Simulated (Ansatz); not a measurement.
This script makes the interaction energy of a dimer with the counterpoise correction of ClFH₂Si, SMILES F[SiH2]Cl with Ansatz 0.2.0 through its Python package.

`dimer_clfh2si.py`
```python
import logging
import sys

import ansatz as az

logging.basicConfig(stream=sys.stdout, format='%(levelname)s:%(name)s:%(message)s')
logger = logging.getLogger('calc')
logger.setLevel(logging.INFO)

SETTINGS = {
    'basis': 'def2-SVP',
    'functional': 'pbe',
    'vdw': 'd4',
}

FIRST = [
    ('F', (-0.4793, 0.1333, 1.5502)),
    ('Si', (0.0552, -0.0619, 0.0657)),
    ('Cl', (-1.0896, 0.9926, -1.3037)),
    ('H', (0.0531, -1.489, -0.2882)),
    ('H', (1.4605, 0.4248, -0.0238)),
]
SECOND = [
    ('F', (-4.7691, 1.8486, 4.9839)),
    ('Si', (-4.1858, 0.7489, 3.995)),
    ('Cl', (-2.1256, 0.8965, 3.8174)),
    ('H', (-4.804, 0.8844, 2.6678)),
    ('H', (-4.5162, -0.6088, 4.512)),
]

def energy(atoms, ghosts=()):
    molecule = az.Crystal.molecule()
    for symbol, xyz in atoms:
        molecule = molecule.atom(symbol, xyz)
    calc = (
        molecule.calculation()
        .basis(gaussian=SETTINGS['basis'])
        .functional(SETTINGS['functional'], dispersion=SETTINGS['vdw'])
    )
    deck = calc.input()
    if ghosts:
        deck = deck.set(az.key.basis.gaussian.ghost_atoms, [{'symbol': s, 'position_ang': list(xyz)} for s, xyz in ghosts])
    return az.Session.from_dict(deck).plan().execute().report['free_energy_ev']


def main() -> None:
    both = energy(FIRST + SECOND)
    alone = energy(FIRST) + energy(SECOND)
    ghosted = energy(FIRST, SECOND) + energy(SECOND, FIRST)
    logger.info(f'dimer {both:.6f} eV')
    logger.info(f'interaction, uncorrected   {96.485332 * (both - alone):8.3f} kJ/mol')
    logger.info(f'interaction, counterpoise  {96.485332 * (both - ghosted):8.3f} kJ/mol')
    logger.info(f'basis-set superposition    {96.485332 * (alone - ghosted):8.3f} kJ/mol')


if __name__ == '__main__':
    main()
```

How large is the interaction at this pose, and how much of it is basis-set superposition?

Uncorrected it is -2.302 kJ/mol, with the counterpoise correction 2.647 kJ/mol; the difference, 4.95 kJ/mol, is the superposition error. The sign changes with the correction, so this basis doesn't settle it.

The output:

```console
$ python dimer_clfh2si.py
INFO:calc:dimer -46263.748765 eV
INFO:calc:interaction, uncorrected     -2.302 kJ/mol
INFO:calc:interaction, counterpoise     2.647 kJ/mol
INFO:calc:basis-set superposition       4.950 kJ/mol
```

The settings weren't tested for convergence. The dimer is a generated trial pose of unrelaxed monomers, not a minimum, so the figure is no binding energy, and the basis set is small. Finished in 9.9 s on 1 thread of Arm Neoverse V2, with other jobs on the host, peak memory 0.21 GiB.

(Lines on the test bed's own set-up are left out of the output.)
